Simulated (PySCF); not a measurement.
# Towards the basis-set limit for GeC

The task here is to estimate one member of a computed series from the others.

Program: PySCF 2.14.0. Level of theory: CCSD(T) on ROHF, scalar-relativistic core potentials. These are calculated values, not measurements.

The first run:

- molecule: GeC
- state: triplet, unpaired electrons σ ↑, π ↑
- smaller basis: Ge cc-pwCVDZ-PP with ECP10, C aug-cc-pVDZ
- larger basis: Ge cc-pwCVTZ-PP with ECP10, C aug-cc-pVTZ
- frozen core orbitals: 5
- extrapolation: correlation as n⁻³ (n = 2, 3), Hartree–Fock as (n+1)·exp(−9√n)
- corrections: none
- distances (Å): 1.5865, 1.6586, 1.7308, 1.8029, 1.8750, 1.9651, 2.0553
- masses (u): 73.9212, 12.0000
- dissociation limit: Ge + C

Launch:

```bash
$ OMP_NUM_THREADS=4 python comp.py task.json out
```

Steps of the session up to this table: Coupled cluster at each distance.

One table of the session follows, with a row left open; its other results are not shown here.

It belongs to the step «Coupled cluster at each distance». Parts of the energy along the bond, in eV from Ge + C:

| R (Å) | HF/CBS | CCSD corr. | (T) |
| --- | --- | --- | --- |
| 1.5865 | -0.929 | -1.790 | -0.2815 |
| 1.6586 | -1.395 | -1.812 | -0.3006 |
| 1.7308 | -1.587 | -1.850 | -0.3218 |
| 1.8029 | -1.585 | -1.899 | -0.3442 |
| 1.8750 | ? | ? | ? |
| 1.9651 | -1.164 | -2.014 | -0.3943 |
| 2.0553 | -0.815 | -2.060 | -0.4207 |

Q: Estimate the row for R (Å) = 1.8750 from the others.

Worked estimate for «HF/CBS». A straight line through the neighbours (1.8029, -1.585) and (1.9651, -1.164) gives -1.585 + (-1.164 + 1.585) × (1.8750 − 1.8029) / (1.9651 − 1.8029) = -1.398; a parabola fitted to 4 rows on both sides gives -1.442.

The run gave: HF/CBS: -1.450; CCSD corr.: -1.951; (T): -0.3668. In «HF/CBS» the line misses by +0.052 and the parabola by +0.008.

To keep in mind: An extrapolation from double and triple zeta is rough, so this isn't yet the limit.
